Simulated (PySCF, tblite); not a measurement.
# C2H10F2Ge2Si: geometry, infrared bands and NMR shifts

What infrared bands and NMR shifts should C2H10F2Ge2Si (`[CH3][Ge@]([GeH3])([CH2]F)[SiH2]F`) show?

Programs: tblite 0.8.0 and PySCF 2.14.0, with density-fitted response routines of our own. Each step states its level of theory. These are calculated values for one molecule in the gas phase, unless marked as measured. Atoms count from 0, in the outputs and in this text.

### Step 1. The starting structure

17 atoms, charge 0, multiplicity 1; geometry from: force field or distance geometry start.

Bonds of the start (Å): C0–Ge1 1.93, Ge1–Ge2 2.37, Ge1–C3 1.96, C3–F4 1.39, Ge1–Si5 2.32, Si5–F6 1.69, C0–H7 1.11, C0–H8 1.12, C0–H9 1.11, Ge2–H10 1.54, Ge2–H11 1.56, Ge2–H12 1.57, C3–H13 1.10, C3–H14 1.11, Si5–H15 1.46, Si5–H16 1.47.

### Step 2. Relaxing the molecule with GFN2-xTB

Job settings and geometry (Å):

```
{"job": {"kind": "relax", "xc": "GFN2-xTB", "basis": "xTB"}, "charge": 0, "multiplicity": 1}
C      0.851300    -0.989400    -1.610000
Ge     0.061000    -0.034900    -0.129200
Ge    -2.268300    -0.406200     0.131800
C      0.247500     1.887900    -0.460200
F     -0.084700     2.490600     0.750300
Si     1.225300    -0.593500     1.798200
F      2.559100     0.434600     1.871600
H      1.685500    -1.652700    -1.315200
H      0.098800    -1.589100    -2.180600
H      1.252800    -0.260900    -2.348500
H     -2.678300    -1.887200     0.173300
H     -3.080800     0.368400    -0.958100
H     -2.702700     0.220300     1.506700
H      1.278900     2.093100    -0.778000
H     -0.429700     2.211200    -1.282000
H      1.596200    -2.007300     1.863400
H      0.381200    -0.272900     2.956700
```

Run with:

```
> OMP_NUM_THREADS=1 python probes_run.py task.json out
```

This one command runs all jobs of the session in turn.

**Question.** This job is followed by: GFN2-xTB harmonic vibrations, gas phase; GIAO PBE0/pcSseg-1 NMR shielding, non-relativistic, gas phase. What will the session give for the following? strongest single infrared mode (GFN2-xTB); zero-point energy (GFN2-xTB); 13C shifts against TMS (PBE0/pcSseg-1); 1H shifts against TMS (PBE0/pcSseg-1, means over atoms taken as alike); 73Ge shifts against GeMe4 (PBE0/pcSseg-1); 19F shifts against CFCl3 (PBE0/pcSseg-1); 29Si shifts against TMS (PBE0/pcSseg-1); surface potential, 1st and 99th percentile.

The runs gave:

| quantity | value |
| --- | --- |
| strongest single infrared mode (GFN2-xTB) | 734 cm⁻¹, 636 km/mol |
| zero-point energy (GFN2-xTB) | 65.7 kcal/mol |
| 13C shifts against TMS (PBE0/pcSseg-1) | 89.7, -0.9 ppm |
| 1H shifts against TMS (PBE0/pcSseg-1, means over atoms taken as alike) | 5.92, 5.87, 5.29, 5.23, 3.40, 0.67 ppm |
| 73Ge shifts against GeMe4 (PBE0/pcSseg-1) | -159, -337 ppm |
| 19F shifts against CFCl3 (PBE0/pcSseg-1) | -261.5, -273.3 ppm |
| 29Si shifts against TMS (PBE0/pcSseg-1) | 15.7 ppm |
| surface potential, 1st and 99th percentile | -1.05 V and 1.15 V |

What this shows: Over 263 steps the energy fell by 0.547 eV; of the close pairs, Si5–F6 changed most, 1.686 to 1.615 Å. The lowest mode is imaginary (22i cm⁻¹), so the xTB geometry is not a minimum. The strongest single mode, at 734 cm⁻¹, is spread over many atoms; the largest shares are those of H15, H16. Unscaled tight-binding wavenumbers are off by several per cent, some by more. Its intensities can rank the bands wrongly. The most deshielded carbon is C3 (sp3 CH2 bonded to F and Ge), at 89.7 ppm: pulled downfield by the heteroatom. At PBE0/pcSseg-1: The widest tensor belongs to Si5: span 167 ppm, with a paramagnetic part of -543 ppm. By nearest atom (PBE0/pcSseg-1), the HOMO sits on Ge1, Ge2 about 25 % each; H10 7 % and the LUMO on Si5 20 %; Ge1 19 %. Spin-orbit coupling is left out, which matters for shieldings and couplings at and beside the heavy atoms.
